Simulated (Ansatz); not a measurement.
# AlAsH2 (quintet): wave-function methods side by side, cc-pVDZ

The task here is to estimate one member of a computed series from the others.

Method: cc-pVDZ, core rule «outside noble gas», up to 19 orbitals frozen; program: Ansatz 0.2.0, Gaussian basis.

To be run: UHF; CCSD(T) on ROHF; CCSD(T) on UHF; BCCD(T) on ROHF; CISD; CCSDT(Q) on ROHF; CCSDT(Q) on UHF; CCSDTQ on ROHF.

12 further runs of the same task are left out: 9 for a known fault of the program, 3 set aside as unsound or not needed.

## The geometry

The geometry is a PBE0/def2-TZVP stationary point (not a proven minimum) of the parent state, kept for this charge and spin. No spin-orbit coupling is included. The filled d shell of As may be among the frozen orbitals whatever the setting's name suggests; the logs give the count.

4 atoms, charge 0, spin multiplicity 5.

Atoms are counted from 1 here; the program's logs count them from 0.

Bond lengths: Al1–As2 2.435 Å, Al1–H3 1.589 Å, Al1–H4 1.589 Å. Angles: As2–Al1–H3 120.0°, As2–Al1–H4 120.0°, H3–Al1–H4 120.0°.

The first run:

in.yaml reads:

```yaml
crystal:
  periodic: [false, false, false]
  atoms:
    - {symbol: Al, position_ang: [0.000000, 0.000000, 1.740252]}
    - {symbol: As, position_ang: [0.000000, 0.000000, -0.694906]}
    - {symbol: H, position_ang: [0.000000, 1.375836, 2.534270]}
    - {symbol: H, position_ang: [0.000000, -1.375836, 2.534270]}
basis:
  gaussian: {orbitals: cc-pVDZ}
magnetization: {spin_polarized: true, initial_magnetization: 4}
hamiltonian: {xc: hf}
output: {orbitals: {seedname: orbitals}}
```

Run with:

```console
$ ansatz run in.yaml --threads 1 --pin off --events-out ev --progress --plain --max-ram 3968MiB --backend cpu
```

Steps of the session up to this table: UHF; CCSD(T) on ROHF; CCSD(T) on UHF; BCCD(T) on ROHF; CISD; CCSDT(Q) on ROHF; CCSDT(Q) on UHF; CCSDTQ on ROHF.

One of the session's tables, all rows but one given; the rest of the session is left out.

It belongs to the step «Misses and costs». 

```
   method  from RCCSDTQ (meV)
     ROHF             +4565.3
      UHF             +4488.5
     RMP2             +1100.5
     UMP2             +1097.6
     CISD              +406.7
    RCCSD              +140.0
    UCCSD              +122.9
 RCCSD(T)               +35.4
 UCCSD(T)               +19.4
  BCCD(T)               +35.5
   RCCSDT                +5.8
   UCCSDT               -10.2
RCCSDT(Q)                   ?
UCCSDT(Q)               -15.5
  RCCSDTQ                   0
```

Estimate the missing values for RCCSDT(Q).

As computed: from RCCSDTQ (meV): +0.9. In the column «from RCCSDTQ (meV)» it lies between RCCSDTQ (0) and RCCSDT (+5.8).

Limits of these values: Restricted and unrestricted rows rest on different reference determinants; where their highest levels disagree by more than a few hundredths of an eV, they describe different states and don't form one ladder.
